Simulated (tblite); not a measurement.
# AlH10O3PSeSi2: the cost of one run

Programs: tblite 0.8.0 and PySCF 2.14.0. All values are calculated, for the isolated system unless a continuum is named. Atoms count from 0, parts from 1.

## Step 1: Starting point

18 atoms, charge 0, multiplicity 1; geometry: rigid parts in contact. Parts: 1 = atoms 0–14, `[OH][Al]([OH])[O]P([SiH3])[SiH3]`, charge 0; 2 = atoms 15–17, `[SeH2]`, charge 0.

## Step 2: Search for minima with GFN2-xTB

The job: settings as JSON, then the geometry in Å.

```
{"job": {"kind": "dock", "xc": "GFN2-xTB", "basis": "xTB"}, "charge": 0, "multiplicity": 1, "parts": [{"atoms": "0-14", "charge": 0, "multiplicity": 1}, {"atoms": "15-17", "charge": 0, "multiplicity": 1}]}
Si     1.160276    -0.459805    -1.807362
P      1.021749    -1.307320     0.261100
Si     1.847990     0.397406     1.449606
O     -0.581388    -1.031533     0.572124
Al    -1.960444    -0.130693     0.281364
O     -3.316390    -0.450340     1.175678
O     -1.876827     1.045714    -0.881949
H      2.498172    -0.828679    -2.279608
H      0.998711     0.996079    -1.929370
H      0.127951    -1.123154    -2.617097
H      3.270213     0.526538     1.128630
H      1.150406     1.663872     1.172497
H      1.678836     0.093160     2.877550
H     -3.545345    -1.069071     1.856425
H     -2.473909     1.677826    -1.259586
Se     2.886569    -2.634451    -3.880282
H      3.007099    -3.689334    -4.849299
H      2.041083    -3.447688    -3.049130
```

With the program's defaults for keys left out, this is: GFN2-xTB search for minima from random contacts, gas phase.

Launch:

```console
> OMP_NUM_THREADS=1 python cluster_run.py task.json out
```

This one command runs all jobs of the session in turn.

**Question.** How long does this first job take on 1 thread of Arm Neoverse V1, shared host?

About 13 s.
